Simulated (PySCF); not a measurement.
**WO(OH)2: singlet, from a trigonal planar start**

Where does singlet WO(OH)2 go from a trigonal planar start, is the end point a minimum, and what are its modes, charges and moments?

Computed with PySCF 2.14.0. Level: PBE0, basis W def2-SVP with ECP60, O def2-SVP, H def2-SVP, scalar-relativistic core potentials, no spin–orbit coupling, density fitting.

## (1) The starting structure

6 atoms, charge 0, spin multiplicity 1.

Bond lengths: W1–O2 1.770 Å, W1–O3 2.000 Å, W1–O4 2.000 Å, O3–H5 0.960 Å, O4–H6 0.960 Å. Angles: O2–W1–O3 120.0°, O2–W1–O4 120.0°, O3–W1–O4 120.0°, W1–O3–H5 130.0°, W1–O4–H6 130.0°.

```xyz
6
charge 0 multiplicity 1
W     0.0270   -0.0032    0.0000
O     1.7970   -0.0032    0.0000
O    -0.9730    1.7289    0.0000
O    -0.9730   -1.7353    0.0000
H    -0.6447    2.6310    0.0000
H    -1.9184   -1.9020    0.0000
```

## (2) Trigonal planar start, singlet: relaxation

The steps below are one call of a driver around PySCF. For each, scf.py gives the equivalent set-up of the SCF; relaxations use the driver's own optimiser. Before each start the driver seeks the lowest SCF state from one or more starting densities and follows internal instabilities, so scf.py alone need not reach the same state.

The program finds Cs symmetry in the start, which this walk keeps.

scf.py reads:

```python
from pyscf import gto, scf, dft
mol = gto.M(atom='''
W      0.026999    -0.003168     0.000000
O      1.796999    -0.003168     0.000000
O     -0.973001     1.728932     0.000000
O     -0.973001    -1.735268     0.000000
H     -0.644701     2.631032     0.000000
H     -1.918401    -1.901968     0.000000''',
    basis={'W': 'def2-SVP', 'O': 'def2-SVP', 'H': 'def2-SVP'},
    ecp={'W': 'def2-SVP'},
    charge=0, spin=0)
mf = dft.RKS(mol, xc='PBE0')
mf.grids.atom_grid = (50, 194)
aux = {'W': 'def2-universal-JKFIT', 'O': 'def2-universal-JKFIT', 'H': 'def2-universal-JKFIT'}
mf = mf.density_fit(auxbasis=aux)
mf.kernel()
```

Further steps of the session: Hessian and properties.

Q: Predict the outcome of this session. Wanted: minimum; geometry; wavenumbers; dipole moment; highest occupied, lowest empty level; polar-tensor charge of W1; zero-point energy; atomisation energy.

The runs gave:

```
                                 quantity                                                                                                                                  value
                                  minimum                                                                                                                            singlet, Cs
                                 geometry  O–H 0.958 Å, O–H 0.962 Å, W–O 1.682 Å, W–O 1.846 Å, W–O 1.856 Å; H–O–W 138.4°, H–O–W 153.6°, O–W–O 112.9°, O–W–O 114.8°, O–W–O 132.3°
                       wavenumbers (cm⁻¹)           128 (a''), 167 (a'), 220 (a'), 260 (a'), 390 (a'), 430 (a''), 463 (a''), 772 (a'), 787 (a'), 1072 (a'), 3948 (a'), 3990 (a')
                            dipole moment                                                                                                                                 3.27 D
     highest occupied, lowest empty level                                                                                                                        -5.68, -1.70 eV
                polar-tensor charge of W1                                                                                                                                +1.40 e
                        zero-point energy                                                                                                                            75.5 kJ/mol
                      entropy at 298.15 K                                                                                                                        334.5 J/(mol K)
atomisation energy (no zero-point energy)                                                                                                                            2515 kJ/mol
```

**Reading.** The molecule stays Cs, as typed, and the end point is a minimum. In the infrared the band at 3990 cm⁻¹ (a') leads. Other starts or spin states, not run here, may lie lower. Spin–orbit coupling, left out here, can matter for elements this heavy.
